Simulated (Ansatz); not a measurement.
# Zn2GeN: a trial structure relaxed

Aim: relax a trial structure of Zn2GeN and see where it ends.

Method: DFT PBE, scalar-relativistic, plane waves, PAW, in Ansatz 0.2.0.

## (1) The structure to begin with

The structure is hexagonal, space group P-6m2 (No. 187). The conventional cell has a = 3.893 Å, b = 3.893 Å, c = 4.393 Å, α = 90.00°, β = 90.00°, γ = 120.00°. Around Zn (site symmetry -6m2) lie 3 N at 2.25 Å and 3 Zn at 2.25 Å. Zn (site symmetry -6m2) is surrounded by 2 Ge at 2.20 Å and 3 N at 2.25 Å and 3 Zn at 2.25 Å. Ge (site symmetry -6m2) is surrounded by 2 Zn at 2.20 Å. N (site symmetry -6m2) is surrounded by 6 Zn at 2.25 Å.

Structure file:

```cif
data_structure
_symmetry_space_group_name_H-M 'P 1'
_symmetry_Int_Tables_number 1
_cell_length_a 3.8931
_cell_length_b 3.8931
_cell_length_c 4.3932
_cell_angle_alpha 90.000
_cell_angle_beta 90.000
_cell_angle_gamma 120.000
_cell_volume 57.66
loop_
_atom_site_label
_atom_site_type_symbol
_atom_site_fract_x
_atom_site_fract_y
_atom_site_fract_z
_atom_site_occupancy
Zn1 Zn 0.66667 0.33333 0.50000 1
Zn2 Zn 0.33333 0.66667 0.50000 1
Ge1 Ge 0.33333 0.66667 0.00000 1
N1 N 0.00000 0.00000 0.50000 1
```

The cell is invented: random cell by space group and Wyckoff sites (P-6m2, No. 187). Its size is a rough estimate.

## (2) The guess as it stands, on a coarse mesh

Input file input.yaml:

```yaml
crystal:
  lattice:
    - [3.89307535, 0.0, 0.0]
    - [-1.94653767, 3.37150215, 0.0]
    - [0.0, 0.0, 4.39321893]
  atoms:
    - { symbol: Zn, position: [0.66666667, 0.33333333, 0.5] }
    - { symbol: Zn, position: [0.33333333, 0.66666667, 0.5] }
    - { symbol: Ge, position: [0.33333333, 0.66666667, 0.0] }
    - { symbol: "N", position: [0.0, 0.0, 0.5] }
basis:
  ecutwfc: 420
kpoints:
  mp_grid: { grid: [6, 6, 4] }
hamiltonian:
  xc: pbe
scf:
  occupations: { method: gaussian, width: 0.1 }
  lower_state_search: "off"
output:
  forces: true
  stress: true
  eigenvalues: true
```

On the command line:

```
$ ansatz run input.yaml --threads 1 --pin off --max-ram 2560MiB --backend cpu --events-out ev --progress --plain --runs-dir out
```

Further runs follow: rough relaxation on the coarse mesh; full relaxation.

What does the calculation give? Wanted: conventional cell; volume; energy over the elements; gap on the mesh.

The runs gave:

| quantity | value |
| --- | --- |
| symmetry at the end (tolerance 0.05 Å) | space group P-6m2 (No. 187) |
| conventional cell | a = 4.025 Å, b = 4.025 Å, c = 5.065 Å, α = 90.00°, β = 90.00°, γ = 120.00° |
| volume | 17.77 Å³/atom |
| energy over the elements (uncorrected; H, N, O, F and Cl as molecules) | +1.07 eV/atom |
| gap on the mesh | none (metal) |

In words: The space group P-6m2 (No. 187) is kept, and the volume per atom grows by 23.2 % from the first guess. The formation energy is positive, so the separate elements lie lower. No finished test with a distortion of lower symmetry is shown, so the end may be a saddle point. Spin polarisation is off in the runs that give these values; a magnetic solution could lie lower.
